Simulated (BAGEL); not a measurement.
# CH4Cl2Si (SMILES C[SiH](Cl)Cl): RI-MP2/def2-SVP (density fitting with qzvpp-jkfit)

What is the energy change on altering one bond length of CH4Cl2Si at RI-MP2/def2-SVP (density fitting with qzvpp-jkfit)? 

Program for the calculation: BAGEL 1.2.2.

6 further runs of the same task are left out: 5 that didn't finish, 1 set aside as unsound or not needed. Runs told in other sessions of the task aren't counted.

## (1) The molecule

CH4Cl2Si has 8 atoms, charge 0, and is taken as a singlet. As SMILES, `C[SiH](Cl)Cl`. Geometry: relaxed at PBE0-D4/def2-TZVP.

Bond lengths: C1–Si2 1.847 Å, Si2–Cl3 2.049 Å, Si2–Cl4 2.049 Å, C1–H5 1.093 Å, C1–H6 1.093 Å, C1–H7 1.092 Å, Si2–H8 1.477 Å. Some angles: C1–Si2–Cl3 109.8°, C1–Si2–Cl4 109.8°, Cl3–Si2–Cl4 108.8°, C1–Si2–H8 113.5°, Cl3–Si2–H8 107.3°, Cl4–Si2–H8 107.4°, Si2–C1–H5 110.1°, Si2–C1–H6 110.1°, Si2–C1–H7 110.4°, H5–C1–H6 108.8°.

## (2) The energy at RI-MP2/def2-SVP (density fitting with qzvpp-jkfit)

job.json reads:

```json
{ "bagel": [

{
  "title": "molecule",
  "basis": "svp",
  "df_basis": "qzvpp-jkfit",
  "angstrom": true,
  "geometry": [
    { "atom": "C", "xyz": [      -0.168200,       1.000100,      -0.143000 ] },
    { "atom": "Si", "xyz": [       0.058100,      -0.802700,       0.188900 ] },
    { "atom": "Cl", "xyz": [       1.964700,      -1.153600,       0.852700 ] },
    { "atom": "Cl", "xyz": [      -0.248000,      -1.870300,      -1.533000 ] },
    { "atom": "H", "xyz": [      -1.182600,       1.191400,      -0.501000 ] },
    { "atom": "H", "xyz": [      -0.003400,       1.573900,       0.772100 ] },
    { "atom": "H", "xyz": [       0.539900,       1.340100,      -0.901100 ] },
    { "atom": "H", "xyz": [      -0.868500,      -1.335900,       1.208600 ] }
  ]
},

{ "title": "hf" },

{ "title": "mp2", "ncore": 16 }

]}
```

On the command line:

```
BAGEL_NUM_THREADS=1 BAGEL job.json > job.out
```

Output:

```text
* using 1 threads per process

  ===============================================================
  ===============================================================

  *** Geometry ***

  { "atom" : "C", "xyz" : [     -0.317852,      1.889915,     -0.270231 ] },
  { "atom" : "Si", "xyz" : [      0.109793,     -1.516883,      0.356969 ] },
  { "atom" : "Cl", "xyz" : [      3.712745,     -2.179988,      1.611369 ] },
  { "atom" : "Cl", "xyz" : [     -0.468652,     -3.534355,     -2.896950 ] },
  { "atom" : "H", "xyz" : [     -2.234790,      2.251420,     -0.946753 ] },
  { "atom" : "H", "xyz" : [     -0.006425,      2.974240,      1.459058 ] },
  { "atom" : "H", "xyz" : [      1.020263,      2.532422,     -1.702832 ] },
  { "atom" : "H", "xyz" : [     -1.641227,     -2.524485,      2.283923 ] },

  Number of auxiliary basis functions:      531

  Since a DF basis is specified, we compute 2- and 3-index integrals:
    o Being stored without compression. Storage requirement is 0.033 GB

  Number of basis functions:       88
  Number of electrons      :       58

    * METHOD: MOLECULE                             0.23

  *** RHF ***

  === Nuclear Repulsion ===
   273.3797599110

      * DIIS with orbital gradients will be used.

  === RHF iteration (svp) ===
      0      -1247.73396698          0.01207574           0.09
      1      -1247.82230458          0.00507703           0.08
      2      -1247.83734935          0.00098240           0.08
      3      -1247.83816227          0.00011974           0.08
      4      -1247.83817490          0.00003995           0.08
      5      -1247.83817633          0.00000955           0.08
      6      -1247.83817643          0.00000262           0.09
      7      -1247.83817644          0.00000061           0.09
      8      -1247.83817644          0.00000021           0.10
      9      -1247.83817644          0.00000006           0.09
     10      -1247.83817644          0.00000001           0.08
     11      -1247.83817644          0.00000000           0.09
    * SCF iteration converged.

    * Permanent dipole moment:
           (    0.459801,    -0.706242,    -0.213938) a.u.

    * METHOD: HF                                   1.22

  *** RHF ***

  === Nuclear Repulsion ===
   273.3797599110

      * DIIS with orbital gradients will be used.

  === RHF iteration (svp) ===
      0      -1247.83817644          0.00000000           0.08
    * SCF iteration converged.

    * Permanent dipole moment:
           (    0.459801,    -0.706242,    -0.213938) a.u.

  === DF-MP2 calculation ===

    * freezing 16 orbitals
    * 3-index integral transformation done
    * assembly done

      MP2 correlation energy:   -0.5046931204      0.04

      MP2 total energy:       -1248.3428695570

    * METHOD: MP2                                  0.22

  ===============================================================
```

It took 1.8 s on 1 thread of Arm Neoverse V2, shared host.

## (3) The distorted shape at the same level

job.json reads:

```json
{ "bagel" : [

{
  "title" : "molecule",
  "basis" : "svp",
  "df_basis" : "qzvpp-jkfit",
  "angstrom" : true,
  "geometry" : [
    { "atom" : "C", "xyz" : [   -0.281348,    1.901481,   -0.308946 ] },
    { "atom" : "Si", "xyz" : [    0.058100,   -0.802700,    0.188900 ] },
    { "atom" : "Cl", "xyz" : [    1.964700,   -1.153600,    0.852700 ] },
    { "atom" : "Cl", "xyz" : [   -0.248000,   -1.870300,   -1.533000 ] },
    { "atom" : "H", "xyz" : [   -1.295748,    2.092781,   -0.666946 ] },
    { "atom" : "H", "xyz" : [   -0.116548,    2.475281,    0.606154 ] },
    { "atom" : "H", "xyz" : [    0.426752,    2.241481,   -1.067046 ] },
    { "atom" : "H", "xyz" : [   -0.868500,   -1.335900,    1.208600 ] }
  ]
},
{ "title" : "hf" },
{ "title" : "mp2", "ncore" : 16 }

]}
```

On the command line:

```
BAGEL_NUM_THREADS=1 BAGEL job.json > job.out
```

Output:

```text
* using 1 threads per process

  ===============================================================
  ===============================================================

  *** Geometry ***

  { "atom" : "C", "xyz" : [     -0.531671,      3.593278,     -0.583823 ] },
  { "atom" : "Si", "xyz" : [      0.109793,     -1.516883,      0.356969 ] },
  { "atom" : "Cl", "xyz" : [      3.712745,     -2.179988,      1.611369 ] },
  { "atom" : "Cl", "xyz" : [     -0.468652,     -3.534355,     -2.896950 ] },
  { "atom" : "H", "xyz" : [     -2.448609,      3.954783,     -1.260345 ] },
  { "atom" : "H", "xyz" : [     -0.220244,      4.677603,      1.145465 ] },
  { "atom" : "H", "xyz" : [      0.806444,      4.235785,     -2.016425 ] },
  { "atom" : "H", "xyz" : [     -1.641227,     -2.524485,      2.283923 ] },

  Number of auxiliary basis functions:      531

  Since a DF basis is specified, we compute 2- and 3-index integrals:
    o Being stored without compression. Storage requirement is 0.033 GB

  Number of basis functions:       88
  Number of electrons      :       58

    * METHOD: MOLECULE                             0.23

  *** RHF ***

  === Nuclear Repulsion ===
   253.2886531822

      * DIIS with orbital gradients will be used.

  === RHF iteration (svp) ===
      0      -1247.53502968          0.01592149           0.09
      1      -1247.65823254          0.01108554           0.09
      2      -1247.72623813          0.00136122           0.08
      3      -1247.72891453          0.00029085           0.09
      4      -1247.72905472          0.00012479           0.09
      5      -1247.72907864          0.00004729           0.09
      6      -1247.72908078          0.00000880           0.08
      7      -1247.72908086          0.00000258           0.09
      8      -1247.72908087          0.00000130           0.09
      9      -1247.72908087          0.00000028           0.09
     10      -1247.72908087          0.00000007           0.08
     11      -1247.72908087          0.00000002           0.09
     12      -1247.72908087          0.00000001           0.09
    * SCF iteration converged.

    * Permanent dipole moment:
           (    0.402909,    -0.440740,    -0.240901) a.u.

    * METHOD: HF                                   1.28

  *** RHF ***

  === Nuclear Repulsion ===
   253.2886531822

      * DIIS with orbital gradients will be used.

  === RHF iteration (svp) ===
      0      -1247.72908087          0.00000000           0.08
    * SCF iteration converged.

    * Permanent dipole moment:
           (    0.402910,    -0.440740,    -0.240901) a.u.

  === DF-MP2 calculation ===

    * freezing 16 orbitals
    * 3-index integral transformation done
    * assembly done

      MP2 correlation energy:   -0.5114316650      0.04

      MP2 total energy:       -1248.2405125360

    * METHOD: MP2                                  0.22

  ===============================================================
```

It took 1.9 s on 1 thread of Arm Neoverse V2, shared host.

## (4) Outcome

Level: RI-MP2/def2-SVP (density fitting with qzvpp-jkfit), 16 core orbitals frozen.

```
                                                          quantity           value
                                         first shape: total energy  -1248.34287 Eh
         first shape: correlation energy (16 core orbitals frozen)      -504.7 mEh
                                     distorted shape: total energy  -1248.24051 Eh
     distorted shape: correlation energy (16 core orbitals frozen)      -511.4 mEh
energy change with the C1–Si2 bond stretched from 1.847 to 2.771 Å        2.785 eV
```

One bond (distorted shape) is far stretched, which a spin-restricted single reference describes badly; perturbation theory on it can break down and give far too much correlation. With the C1–Si2 bond stretched from 1.847 to 2.771 Å the energy rises by 2.79 eV (269 kJ/mol). The first shape isn't relaxed at this level, so the change isn't measured from a minimum. A restricted reference can't describe the breaking bond well at this length.
